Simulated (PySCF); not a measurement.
# SnHClOF2 (SMILES [OH][Sn]([F])([F])[Cl]) at 6 levels

Aim: a comparison of 6 runs (HF/STO-3G, HF/def2-SVP, PBE/def2-SVP, wB97X/def2-SVP, MP2/def2-TZVP, CCSD(T)/STO-3G) of SnHClOF2. 

Program for the calculation: PySCF 2.14.0.

### Step 1. Starting point

The species is SnHClOF2 (6 atoms), meant as a singlet with charge 0. SMILES: `[OH][Sn]([F])([F])[Cl]`. The shape is that of a PBE0-D4/def2-TZVP optimisation. This is one conformer, not always the lowest.

Bond lengths: O1–Sn2 1.922 Å, Sn2–F3 1.884 Å, Sn2–F4 1.892 Å, Sn2–Cl5 2.279 Å, O1–H6 0.962 Å. Angles: O1–Sn2–F3 106.5°, O1–Sn2–F4 110.4°, O1–Sn2–Cl5 114.9°, F3–Sn2–F4 106.2°, F3–Sn2–Cl5 110.3°, F4–Sn2–Cl5 108.2°, Sn2–O1–H6 113.6°.

### Step 2. Energy and forces at HF/STO-3G (run 1)

The input, job.py:

```python
import pyscf.grad
from pyscf import gto

mol = gto.Mole()
mol.atom = [
    ('O', (-0.464000, 0.283900, 1.476300)),
    ('Sn', (0.252400, -0.175700, -0.247500)),
    ('F', (1.982500, -0.856500, 0.056700)),
    ('F', (-0.743300, -1.587100, -1.019700)),
    ('Cl', (0.329400, 1.540600, -1.744400)),
    ('H', (-1.315000, 0.730600, 1.432500)),
]
mol.verbose = 3
mol.max_memory = 1860
mol.basis = 'sto-3g'
mol.build()

mf = mol.RHF()
mf.conv_tol = 1e-10
mf.kernel()
if not mf.converged:
    mf = mf.newton().run(mf.mo_coeff, mf.mo_occ)

e_final = mf.e_tot
print(f'total energy: {e_final:.8f} hartree')
grad = mf.Gradients().kernel()
mf.analyze()
```

On the command line:

```bash
$ OMP_NUM_THREADS=1 python job.py
```

The program printed:

```text
converged SCF energy = -6688.47227647861
[... 17 lines left out ...]
MO #7   energy= -29.7196637268876  occ= 2
[... 8 lines left out ...]
MO #16  energy= -18.3043270936492  occ= 2
[... 8 lines left out ...]
MO #25  energy= -3.68046992914406  occ= 2
[... 8 lines left out ...]
MO #34  energy= -0.995957524689742 occ= 2
[... 8 lines left out ...]
MO #43  energy= -0.41063884919815  occ= 2
[... 8 lines left out ...]
MO #52  energy= 0.693208473723734  occ= 0
[... 7 lines left out ...]
Dipole moment(X, Y, Z, Debye): -1.28929, -0.43377,  1.22075
```

It took 8.4 s on 1 thread of Intel Xeon at 2.70GHz, shared host; peak memory 0.13 GiB.

### Step 3. Energy and forces at HF/def2-SVP (core potential) (run 2)

The input, job.py:

```python
import pyscf.grad
from pyscf import gto, scf

molecule = gto.Mole()
molecule.atom = '''
O   -0.464000   0.283900   1.476300
Sn   0.252400  -0.175700  -0.247500
F    1.982500  -0.856500   0.056700
F   -0.743300  -1.587100  -1.019700
Cl   0.329400   1.540600  -1.744400
H   -1.315000   0.730600   1.432500
'''
molecule.ecp = {'Sn': 'def2-svp'}
molecule.max_memory = 1860
molecule.verbose = 4
molecule.basis = 'def2-svp'
molecule.spin = 0
molecule.build()

calc0 = scf.RHF(molecule)
calc0.conv_tol = 1e-10
calc0.kernel()
if not calc0.converged:
    calc0 = calc0.newton().run(calc0.mo_coeff, calc0.mo_occ)

e_tot = calc0.e_tot
print('E = %.10f Eh' % e_tot)
grad = calc0.Gradients().kernel()
calc0.analyze()
```

On the command line:

```bash
$ OMP_NUM_THREADS=1 python job.py
```

The program printed:

```text
PySCF version 2.14.0

[... 92 lines left out ...]
MO #6   energy= -8.06981478096645  occ= 2
[... 16 lines left out ...]
MO #23  energy= -0.691197466532067 occ= 2
[... 16 lines left out ...]
MO #40  energy= 0.372897699152389  occ= 0
[... 16 lines left out ...]
MO #57  energy= 1.25648338801394   occ= 0
[... 16 lines left out ...]
MO #74  energy= 3.09102633443003   occ= 0
[... 16 lines left out ...]
MO #91  energy= 52.458318888936    occ= 0
[... 100 lines left out ...]
Dipole moment(X, Y, Z, Debye): -1.99306,  2.27952,  0.20272
```

Run time: 15 s. Hardware: 1 thread of Intel Xeon at 2.70GHz, shared host; peak memory 0.18 GiB.

Runs 3 to 5 aren't shown in full; the table further down has their settings and results.

### Step 4. A single-point energy at CCSD(T)/STO-3G (run 6)

The input, run.py:

```python
# [OH][Sn]([F])([F])[Cl]
from pyscf import gto, cc

mol = gto.Mole()
mol.atom = [
    ('O', (-0.464000, 0.283900, 1.476300)),
    ('Sn', (0.252400, -0.175700, -0.247500)),
    ('F', (1.982500, -0.856500, 0.056700)),
    ('F', (-0.743300, -1.587100, -1.019700)),
    ('Cl', (0.329400, 1.540600, -1.744400)),
    ('H', (-1.315000, 0.730600, 1.432500)),
]
mol.max_memory = 1860
mol.verbose = 4
mol.basis = 'sto-3g'
mol.build()

mf = mol.RHF()
mf.conv_tol = 1e-10
mf.kernel()
if not mf.converged:
    mf = mf.newton().run(mf.mo_coeff, mf.mo_occ)

mycc = cc.CCSD(mf, frozen=26)
mycc.kernel()
e_t = mycc.ccsd_t()
e_final = mycc.e_tot + e_t
print('E(%s) = %.9f' % ('CCSD(T)', e_final))
mf.analyze()
```

On the command line:

```bash
$ OMP_NUM_THREADS=1 python run.py
```

The program printed:

```text
PySCF version 2.14.0

[... 92 lines left out ...]
One-electron Energy =               -10626.459433270571026
[... 12 lines left out ...]
MO #8   energy= -26.7025017598381  occ= 2
[... 10 lines left out ...]
MO #19  energy= -10.3204477450558  occ= 2
[... 10 lines left out ...]
MO #30  energy= -1.04403615158973  occ= 2
[... 10 lines left out ...]
MO #41  energy= -0.431592402474071 occ= 2
[... 10 lines left out ...]
MO #52  energy= 0.693208473723734  occ= 0
[... 61 lines left out ...]
Dipole moment(X, Y, Z, Debye): -1.28929, -0.43377,  1.22075
```

Run time: 2.4 s. Hardware: 1 thread of Intel Xeon at 2.70GHz, shared host; peak memory 0.13 GiB.

### Step 5. The series

```
run                            level  core potential  integration grid   energy (Eh)  dipole moment (D) of the reference  HOMO energy (eV)  LUMO energy (eV)  wall time
  1                        HF/STO-3G               –                 –  -6688.472276                                1.83             -9.95              6.98      8.4 s
  2     HF/def2-SVP (core potential)        def2-svp                 –   -946.900618                                3.03            -13.69              1.14       15 s
  3    PBE/def2-SVP (core potential)        def2-svp                 5   -949.285480                                2.57             -8.03             -3.59       56 s
  4  wB97X/def2-SVP (core potential)        def2-svp                 5   -949.722753                                2.70            -12.34             -0.49       62 s
  5   MP2/def2-TZVP (core potential)        def2-svp                 –   -948.675464                                2.88            -13.73              0.96    5.7 min
  6                   CCSD(T)/STO-3G               –                 –  -6688.601671                                1.83             -9.95              6.98      2.4 s
```

### Step 6. What came out

| quantity | value |
| --- | --- |
| run 6: total energy | -6688.60167 Eh |
| run 6: dipole moment (Hartree–Fock density) | 1.83 D |
| run 6: HOMO energy (Hartree–Fock orbitals) | -9.95 eV |
| run 6: LUMO energy (Hartree–Fock orbitals) | 6.98 eV |
| run 6: HOMO–LUMO gap (Hartree–Fock orbitals) | 16.93 eV |
| run 6: correlation energy (26 core orbitals frozen) | -129.4 mEh |
| run 6: (T) correction | -6.60 mEh |
| run 6: T1 diagnostic | 0.012 |

Over runs 1, 2, 3, 4 the dipole moment (its size) runs from 1.83 D (HF/STO-3G) to 3.03 D (HF/def2-SVP). The two ends differ in basis and core potential. Over runs 1, 2, 3, 4 the HOMO–LUMO gap runs from 4.44 eV (PBE/def2-SVP) to 16.93 eV (HF/STO-3G). The two ends differ in method and basis and core potential. Totals of different functionals can't be ranked against each other. Some runs of one species differ in core potentials or relativity; totals across that change don't compare. In runs 1, 6 the basis is minimal, so the values are rough. In runs 1, 6 relativity is left out where basis or elements ask for it. All runs together took 8.1 min, the longest 5.7 min.
